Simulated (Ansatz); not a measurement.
**MgAu: a single-point run**

The task is a single-point run on MgAu. The structure is shown as the input types it.

Computed with Ansatz 0.2.0 (DFT, PBEsol, all-electron LAPW, scalar-relativistic, unless a step's input says otherwise).

1 further run of the same task is left out (it didn't finish). Runs told in other sessions of the task aren't counted.

### 1 The starting structure

Symmetry: R3m, No. 160, trigonal system. Conventional cell: a = 3.226 Å, b = 3.226 Å, c = 3.951 Å, α = 90.00°, β = 90.00°, γ = 120.00°. Mg (site symmetry 3m) is surrounded by 4 Au at 1.78 to 1.92 Å. Au (site symmetry 3m) has 4 Mg at 1.78 to 1.92 Å in its first shell of neighbours.

As a file:

```
Mg Au
1.0
     2.28130    0.00000    0.00000
     0.00000    2.28130    0.00000
     0.00000    0.00000    2.28130
Mg Au
1 1
Direct
  0.52500 0.52500 0.52500
  0.97500 0.97500 0.97500
```

### 2 The calculation

input.yaml

```yaml
crystal:
  lattice:
    - [2.2813, 0.0, 0.0]
    - [0.0, 2.2813, 0.0]
    - [0.0, 0.0, 2.2813]
  atoms:
    - { symbol: Mg, position: [0.525, 0.525, 0.525] }
    - { symbol: Au, position: [-0.025, -0.025, -0.025] }
kpoints:
  mp_grid: { grid: [9, 9, 9] }
scf:
  occupations: { method: fermi_dirac, width: 0.05 }
  max_iter: 60
hamiltonian:
  xc: pbesol
  pseudopotentials: { kind: all_electron, lapw: { basis_error: 0.001 } }
output:
  forces: true
  stress: true
  eigenvalues: true
  populations: true
```

Started as:

```sh
ansatz run input.yaml --threads 1 --pin off --max-ram 2048MiB --backend cpu --events-out ev --progress --plain --runs-dir out
```

What happens when this is run?

The program finished normally. It gives a pressure of 1288 GPa and a largest force of 15.4 eV/Å, which is large; a structure far from rest gives such values too, whatever the setting.

All distances are much too short, so cores begin to overlap. The shortest distance in the input is 1.78 Å, between atoms 1 (Mg) and 2 (Au).

What to do: restore the intended size.
